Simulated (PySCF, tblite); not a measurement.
# C₆H₆F₃+: geometry, infrared bands and NMR shifts

Wanted: the infrared bands and NMR shifts of C₆H₆F₃+ (`FC(F)(F)[C+]1C=CCC1`), by calculation.

Programs: tblite 0.8.0 and PySCF 2.14.0, with density-fitted response routines of our own. Each step states its level of theory. These are calculated values for one molecule in the gas phase, unless marked as measured. Atoms count from 0, in the outputs and in this text.

## 1. Starting geometry

15 atoms, charge 1, multiplicity 1; geometry from: force field or distance geometry start.

Bonds of the start (Å): F0–C1 1.36, C1–F2 1.35, C1–F3 1.36, C1–C4 1.47, C4–C5 1.44, C5–C6 1.33, C6–C7 1.50, C7–C8 1.53, C8–C4 1.49, C5–H9 1.08, C6–H10 1.08, C7–H11 1.09, C7–H12 1.10, C8–H13 1.09, C8–H14 1.08.

## 2. Optimising the geometry with GFN2-xTB

Job settings and geometry (Å):

```
{"job": {"kind": "relax", "xc": "GFN2-xTB", "basis": "xTB"}, "charge": 1, "multiplicity": 1}
F      2.516200    -0.863900    -1.003000
C      2.006000     0.282800    -0.468800
F      2.328200     1.284800    -1.307100
F      2.701800     0.509700     0.677400
C      0.561800     0.169600    -0.197900
C     -0.479900     0.993900    -0.752900
C     -1.660600     0.595500    -0.292200
C     -1.533900    -0.571500     0.645600
C     -0.028000    -0.862300     0.696800
H     -0.309900     1.814700    -1.428800
H     -2.610000     1.047100    -0.549500
H     -1.935600    -0.331200     1.634800
H     -2.096100    -1.439000     0.265900
H      0.351100    -0.759700     1.715200
H      0.184500    -1.862600     0.342600
```

Launch:

```bash
$ OMP_NUM_THREADS=1 python probes_run.py task.json out
```

The driver reads the jobs from task.json and runs them one after another.

**Question.** This job is followed by: GFN2-xTB harmonic vibrations, gas phase; GIAO PBE0/pcSseg-1 NMR shielding, non-relativistic, gas phase. What will the session give for the following? strongest single infrared mode (GFN2-xTB); zero-point energy (GFN2-xTB); 13C shifts against TMS (PBE0/pcSseg-1); 1H shifts against TMS (PBE0/pcSseg-1, means over atoms taken as alike); 19F shifts against CFCl3 (PBE0/pcSseg-1, means over atoms taken as alike).

As calculated:

| quantity | value |
| --- | --- |
| strongest single infrared mode (GFN2-xTB) | 1064 cm⁻¹, 256 km/mol |
| zero-point energy (GFN2-xTB) | 64.5 kcal/mol |
| 13C shifts against TMS (PBE0/pcSseg-1) | 254.7, 243.5, 153.3, 127.1, 58.0, 53.5 ppm |
| 1H shifts against TMS (PBE0/pcSseg-1, means over atoms taken as alike) | 11.40, 8.71, 4.66, 4.57 ppm |
| 19F shifts against CFCl3 (PBE0/pcSseg-1, means over atoms taken as alike) | -73.9 ppm |

Relaxing lowered the energy by 0.278 eV in 22 steps; the close pair that moved most is C5–C6, from 1.329 to 1.388 Å. All 39 modes are real, so the xTB geometry is a minimum. Unscaled tight-binding wavenumbers are off by several per cent, some by more. Its intensities can rank the bands wrongly. At PBE0/pcSseg-1: Shielding is most anisotropic at C6 (span 351 ppm, paramagnetic term -325 ppm).
